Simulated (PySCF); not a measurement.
# KAl: basis, grid and Hamiltonian

The method stays; parts of the set-up, such as the basis or the Hamiltonian, are changed.

Computed with PySCF 2.14.0. Level: each script names its method and basis.

5 further runs of the same task are left out: 5 that didn't finish.

## Step 1: Where the work starts

KAl: 2 atoms, charge 0, spin multiplicity 1.

Bond lengths: K1–Al2 2.826 Å.

## Step 2: Base script

File input.py:

```python
from pyscf import gto, scf

mol = gto.M(
    atom='K 0 0 0; Al 0 0 2.826',
    basis='sbkjc',
    ecp={'K': 'sbkjc', 'Al': 'sbkjc'},
    charge=0,
    spin=0,
    verbose=4,
)
mf = scf.RHF(mol)
mf.kernel()
mf.dip_moment()
print('orbital energies (hartree):', mf.mo_energy[..., max(0, mol.nelec[1]-3):mol.nelec[0]+3].round(4))
```

The run is started by

```console
$ OMP_NUM_THREADS=1 python input.py
```

Its log is not repeated here.

In short: E(SCF) = -1.969477 Eh, 9 cycles, μ = 4.77 D.

The bond length is a typed value, not an optimised one.

## Step 3: Ano-rcc-vdzp (core potential off, X2C on)

Edit 1 changes basis set: sbkjc → ano-rcc-vdzp; core potential: on → off; spin-free X2C: off → on. The core potential changes with it: totals don't compare.

File input.py:

```python
from pyscf import gto, scf

mol = gto.M(
    atom='K 0 0 0; Al 0 0 2.826',
    basis='ano-rcc-vdzp',
    charge=0,
    spin=0,
    verbose=4,
)
mf = scf.RHF(mol)
mf = mf.sfx2c1e()
mf.kernel()
mf.dip_moment()
print('orbital energies (hartree):', mf.mo_energy[..., max(0, mol.nelec[1]-3):mol.nelec[0]+3].round(4))
```

The run is started by

```console
$ OMP_NUM_THREADS=1 python input.py
```

## Step 4: X2c-svpall (core potential off, X2C on)

Edit 2 changes basis set: sbkjc → x2c-svpall; core potential: on → off; spin-free X2C: off → on. The core potential changes with it: totals don't compare.

input.py: that of step 2 with these lines changed.

```diff
@@ -4,4 +4,3 @@
     atom='K 0 0 0; Al 0 0 2.826',
-    basis='sbkjc',
-    ecp={'K': 'sbkjc', 'Al': 'sbkjc'},
+    basis='x2c-svpall',
     charge=0,
@@ -11,2 +10,3 @@
 mf = scf.RHF(mol)
+mf = mf.sfx2c1e()
 mf.kernel()
```

## Step 5: Crenbl

Edit 3 changes basis set: sbkjc → crenbl. The core potential changes with it: totals don't compare.

input.py: that of step 2 with these lines changed.

```diff
@@ -4,4 +4,4 @@
     atom='K 0 0 0; Al 0 0 2.826',
-    basis='sbkjc',
-    ecp={'K': 'sbkjc', 'Al': 'sbkjc'},
+    basis='crenbl',
+    ecp={'K': 'crenbl', 'Al': 'crenbl'},
     charge=0,
```

Q: Predict the outcome of this session. Wanted: for each run, E(SCF); from base; gap; SCF dipole.

The runs gave:

```
                                      run  E(SCF) (hartree)  from base (eV)  cycles  gap (eV)  SCF dipole (D)  functions
                                     base         -1.969477               0       9      4.17            4.77         16
ano-rcc-vdzp (core potential off, X2C on)       -843.717903  not comparable      10      4.49            3.03         40
  x2c-svpall (core potential off, X2C on)       -843.530838  not comparable       9      4.22            4.92         42
                                   crenbl        -29.741979  not comparable       9      4.36            4.67         33
```

In words: Total energies from different bases, Hamiltonians or methods carry different errors, so properties are taken as differences within one set-up.
